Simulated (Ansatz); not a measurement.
# C2H5BO2: one species, many methods

One table from this session's results is given with a row withheld; the runs are named, their logs left out.

Computed with Ansatz 0.2.0, Gaussian basis. Level: functionals in def2-TZVPP, the program's frozen cores in correlated methods.

Plan: LDA (SPW92), PBE-D4, revPBE-D4, BLYP-D4, r2SCAN-D4, B97M-V, PBE0-D4, B3LYP-D4, r2SCANh-D4, r2SCAN0-D4, HSE06-D4, BHLYP-D4, CAM-B3LYP-D4, LC-ωPBE, ωB97X-V, ωB97M-V, B2PLYP, PBE-QIDH; CCSD(T)/def2-SVP; CCSD(T)/def2-TZVPP; MP2/def2-QZVPP; extrapolation to the limit; RPA on PBE.

### The geometry

The geometry comes from an earlier relaxation with PBE0-D4 in a triple-zeta def2 set; it is a stationary point, not always the lowest conformer.

SMILES `CC1OB1O`, 10 atoms, charge 0, spin multiplicity 1.

Atoms are counted from 1 here; the program's logs count them from 0.

Bond lengths: C1–C2 1.497 Å, C1–H6 1.091 Å, C1–H7 1.094 Å, C1–H8 1.094 Å, C2–O3 1.521 Å, C2–B4 1.510 Å, C2–H9 1.089 Å, O3–B4 1.335 Å, B4–O5 1.343 Å, O5–H10 0.959 Å. Angles: C2–C1–H6 111.8°, C2–C1–H7 111.3°, C2–C1–H8 109.5°, H6–C1–H7 108.4°, H6–C1–H8 108.0°, H7–C1–H8 107.7°, C1–C2–O3 114.5°, C1–C2–B4 125.5°, C1–C2–H9 114.2°, O3–C2–B4 52.2°, O3–C2–H9 110.1°, B4–C2–H9 119.9°, C2–O3–B4 63.5°, C2–B4–O3 64.3°, C2–B4–O5 159.4°, O3–B4–O5 136.2°, B4–O5–H10 113.5°.

Set-up of the first run:

Contents of in.yaml:

```yaml
crystal:
  periodic: [false, false, false]
  atoms:
    - {symbol: C, position_ang: [-1.037336, -0.883873, 0.320365]}
    - {symbol: C, position_ang: [0.281428, -0.199573, 0.502699]}
    - {symbol: O, position_ang: [1.338152, -0.584686, -0.521332]}
    - {symbol: B, position_ang: [0.953217, 0.693095, -0.513734]}
    - {symbol: O, position_ang: [1.247116, 1.798678, -1.216612]}
    - {symbol: H, position_ang: [-1.399145, -0.799008, -0.705897]}
    - {symbol: H, position_ang: [-0.972727, -1.945244, 0.576541]}
    - {symbol: H, position_ang: [-1.780535, -0.426430, 0.979844]}
    - {symbol: H, position_ang: [0.690415, -0.278841, 1.509347]}
    - {symbol: H, position_ang: [0.762716, 2.574680, -0.928221]}
basis:
  gaussian: {orbitals: def2-TZVPP}
hamiltonian: {xc: lda}
output: {orbitals: {seedname: orbitals}}
```

The run is started by

```sh
ansatz run in.yaml --threads 2 --pin off --events-out ev --progress --plain --max-ram 4352MiB
```

Among the steps run: LDA; PBE-D4 (GGA); revPBE-D4 (GGA); BLYP-D4 (GGA); r2SCAN-D4 (meta-GGA); B97M-V (meta-GGA); PBE0-D4 (hybrid); B3LYP-D4 (hybrid); r2SCANh-D4 (hybrid); r2SCAN0-D4 (hybrid); HSE06-D4 (hybrid); BHLYP-D4 (hybrid); CAM-B3LYP-D4 (range-separated); LC-ωPBE (range-separated); ωB97X-V (range-separated); ωB97M-V (range-separated); B2PLYP (double hybrid); PBE-QIDH (double hybrid).

One of the session's tables, all rows but one given; the rest of the session is left out.

It belongs to the step «Orbital energies across the functionals». 

```
  functional  HOMO (eV)  LUMO (eV)  gap (eV)
 LDA (SPW92)      -6.44      -0.51      5.93
      PBE-D4      -6.29      -0.38      5.90
   revPBE-D4      -6.22      -0.33      5.90
     BLYP-D4      -6.21      -0.44      5.76
   r2SCAN-D4      -6.52       0.30      6.82
      B97M-V      -6.60      -0.14      6.46
     PBE0-D4      -7.67       0.44      8.12
    B3LYP-D4      -7.48       0.06      7.55
  r2SCANh-D4          ?          ?         ?
  r2SCAN0-D4      -7.83       0.89      8.72
    HSE06-D4      -7.27       0.08      7.35
    BHLYP-D4      -9.01       0.99     10.00
CAM-B3LYP-D4      -9.13       1.14     10.27
     LC-ωPBE     -10.47       2.45     12.92
     ωB97X-V     -10.10       2.25     12.35
     ωB97M-V      -9.98       1.75     11.74
```

**Question.** Estimate the row for r2SCANh-D4.

Worked estimate for «HOMO (eV)». Against the share of exact exchange, r2SCAN-D4 (0, -6.52), r2SCAN0-D4 (0.25, -7.83) give a slope of -5.24 per unit share; at 0.1 the line stands at -7.04.

The run gave: HOMO (eV): -7.04; LUMO (eV): 0.55; gap (eV): 7.59. In «HOMO (eV)» the line misses by 0.00.
